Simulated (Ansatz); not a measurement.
# CH5ClFGeN: how energies converge with the basis set

Aim: see how fast density functionals converge with the basis set for CH5ClFGeN.

Method: one geometry, several basis sets; program: Ansatz 0.2.0, Gaussian basis.

The runs, in order: PBE0-D4/def2-SVP; ωB97M-V/def2-SVP; PBE0-D4/def2-QZVPP; ωB97M-V/def2-QZVPP; the functionals' def2-TZVPP values are taken from earlier runs.

### 1 The geometry

The geometry comes from an earlier relaxation with PBE0-D4 in a triple-zeta def2 set; it is a stationary point, not always the lowest conformer.

SMILES `[CH3][Ge]([NH2])([F])[Cl]`, 10 atoms, charge 0, spin multiplicity 1.

Atoms are counted from 1 here; the program's logs count them from 0.

Bond lengths: C1–Ge2 1.923 Å, C1–H6 1.090 Å, C1–H7 1.090 Å, C1–H8 1.089 Å, Ge2–N3 1.811 Å, Ge2–F4 1.731 Å, Ge2–Cl5 2.159 Å, N3–H9 1.011 Å, N3–H10 1.011 Å. Angles: Ge2–C1–H6 109.9°, Ge2–C1–H7 109.2°, Ge2–C1–H8 109.3°, H6–C1–H7 109.5°, H6–C1–H8 109.0°, H7–C1–H8 109.8°, C1–Ge2–N3 114.6°, C1–Ge2–F4 110.4°, C1–Ge2–Cl5 109.6°, N3–Ge2–F4 103.9°, N3–Ge2–Cl5 113.6°, F4–Ge2–Cl5 104.0°, Ge2–N3–H9 113.7°, Ge2–N3–H10 115.0°, H9–N3–H10 109.1°.

### 2 PBE0-D4 in def2-SVP

The input, in.yaml:

```yaml
crystal:
  periodic: [false, false, false]
  atoms:
    - {symbol: C, position_ang: [-1.451286, -0.454410, -0.008460]}
    - {symbol: Ge, position_ang: [0.292659, 0.244617, -0.416489]}
    - {symbol: N, position_ang: [1.584409, -0.215082, 0.766283]}
    - {symbol: F, position_ang: [0.861343, -0.391432, -1.922633]}
    - {symbol: Cl, position_ang: [0.157311, 2.370601, -0.765299]}
    - {symbol: H, position_ang: [-1.807417, -0.036318, 0.933550]}
    - {symbol: H, position_ang: [-1.393018, -1.539757, 0.073372]}
    - {symbol: H, position_ang: [-2.143800, -0.180095, -0.803375]}
    - {symbol: H, position_ang: [2.521078, -0.005683, 0.447465]}
    - {symbol: H, position_ang: [1.462021, 0.156259, 1.698385]}
basis:
  gaussian: {orbitals: def2-SVP}
hamiltonian: {xc: pbe0, dispersion: d4}
output: {orbitals: {seedname: orbitals}}
```

The runs that follow: ωB97M-V in def2-SVP; PBE0-D4 in def2-QZVPP; ωB97M-V in def2-QZVPP.

Q: Predict the results of all the runs planned. Wanted: PBE0-D4: double and triple zeta above quadruple; ωB97M-V: double and triple zeta above quadruple.

The runs gave:

```
                                       quantity           value
PBE0-D4: double and triple zeta above quadruple  19.96, 1.91 eV
ωB97M-V: double and triple zeta above quadruple  20.03, 1.84 eV
```

For PBE0-D4 the step from double to triple zeta gains 18.05 eV and the next only 1.91 eV. These are total energies; as a rule much of such shifts cancels in differences, which this series doesn't test. The LUMO of ωB97M-V is positive and keeps falling with the basis (2.40 to 1.19 eV): an unbound level that the basis holds in place.
